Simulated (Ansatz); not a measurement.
C₅H₅Al, SMILES C#C[C]([AlH2])=C=C, a comparison of dispersion corrections

Computed with Ansatz's Python interface.

Run as a notebook:

**Cell 1**
```python
from dataclasses import dataclass

import ansatz as az
```

**Cell 2**
```python
@dataclass(frozen=True)
class Settings:
    basis: str = 'def2-SVP'


cfg = Settings()
```

**Cell 3**
```python
GEOMETRY = '''
C     1.99700    0.33950    1.89870
C     1.04060    0.15990    1.11970
C    -0.06560   -0.10000    0.19490
Al   -1.48740   -1.18100    0.78230
C     0.00390    0.37330   -1.01900
C     0.03580    0.87800   -2.21270
H     2.76880    0.58100    2.56340
H    -2.72020   -1.46790   -0.23590
H    -1.59980   -1.76540    2.31100
H     0.87910    1.46390   -2.50710
H    -0.78680    0.66170   -2.87470
'''
```

**Cell 4**
```python
geometry = az.Crystal.molecule()
for line in GEOMETRY.strip().splitlines():
    symbol, *xyz = line.split()
    geometry = geometry.atom(symbol, [float(v) for v in xyz])
```

**Cell 5**
```python
base = geometry.calculation().basis(gaussian=cfg.basis)
for name in ['pbe0', 'b3lyp']:
    for correction in ('d3bj', 'd4'):
        rep = base.functional(name, dispersion=correction).run().report
        print(f'{name:8s} {correction:5s} total {rep["free_energy_ev"]:.5f} eV, of which dispersion {1000 * rep["dispersion"]["energy"]["ev"]:.2f} meV')
```
Output:
```text
pbe0     d3bj  total -11841.88253 eV, of which dispersion -218.43 meV
pbe0     d4    total -11841.87637 eV, of which dispersion -212.26 meV
b3lyp    d3bj  total -11852.55960 eV, of which dispersion -435.78 meV
b3lyp    d4    total -11852.52267 eV, of which dispersion -398.85 meV
```

Reading the output:
- Total energies depend on the basis set; only differences at equal settings carry meaning.
- The geometry is a force-field or estimated start, not a minimum of this method, and the basis set is short of its limit. D4 holds the three-body term, and d3bj doesn't.
- b3lyp holds the VWN-RPA fit, as in Gaussian; the form of ORCA and Turbomole is b3lyp5.
- Hardware and time: 20 s on 1 thread of Arm Neoverse V1, on a shared host, peak memory 0.27 GiB.
